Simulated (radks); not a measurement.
# Pt³⁺ in [Xe] 4f14 5d7: an all-electron calculation

One table from this session's results is given with a row withheld; the runs are named, their logs left out.

The numbers are computed with radks (a radial shooting solver on a logarithmic mesh, Libxc functionals) version 1 (scalar-relativistic Kohn-Sham, r2SCAN, spin-unpolarised, spherical densities, finite nucleus), except any that are marked as measured or tabulated.

### What is computed

```
element            : platinum (Z = 78)
charge             : +3
electrons          : 75
configuration      : [Xe] 4f14 5d7
nuclear rms radius : 5.427 fm
```

Outer shells as boxes (Hund's rule):

Pt³⁺
```
[Xe] core
4f [↑↓][↑↓][↑↓][↑↓][↑↓][↑↓][↑↓]
5d [↑↓][↑↓][↑ ][↑ ][↑ ]
```

Set-up of the first run:

Input:

```text
Z 78
configuration [Xe] 4f14 5d7 6s0 6p0
relativity scalar-relativistic
functional r2scan,r2scan
spin unpolarised
nucleus finite rms 5.427 fm
c 137.035999084
```

One table of the session follows, with a row left open; its other results are not shown here.

It belongs to the step «Shells». From the orbitals of this run (lengths in bohr):

| level | <r> | outermost maximum (interpolated) | 90 % within | nodes |
| --- | --- | --- | --- | --- |
| 1s | 0.01715 | 0.0106 | 0.0313 | 0 |
| 2s | 0.07235 | 0.0612 | 0.112 | 1 |
| 2p | 0.06523 | 0.0506 | 0.106 | 0 |
| 3s | 0.1869 | 0.172 | 0.274 | 2 |
| 3p | 0.1880 | 0.172 | 0.281 | 1 |
| 3d | 0.1705 | 0.140 | 0.264 | 0 |
| 4s | 0.4150 | 0.390 | 0.595 | 3 |
| 4p | 0.4416 | 0.410 | 0.640 | 2 |
| 4d | 0.4681 | 0.418 | 0.698 | 1 |
| 5s | 0.9526 | 0.869 | 1.36 | 4 |
| 4f | 0.5155 | 0.386 | 0.831 | 0 |
| 5p | 1.094 | 0.975 | 1.59 | 3 |
| 5d | 1.478 | 1.22 | 2.23 | 2 |
| 6s | 2.329 | 2.11 | 3.33 | 5 |
| 6p | ? | ? | ? | ? |

Estimate the missing values for 6p.

As computed: <r>: 2.867; outermost maximum (interpolated): 2.58; 90 % within: 4.11; nodes: 4. In the column «<r>» it is the highest.

Caveats from the session: Spin polarisation and multiplet splitting are left out.
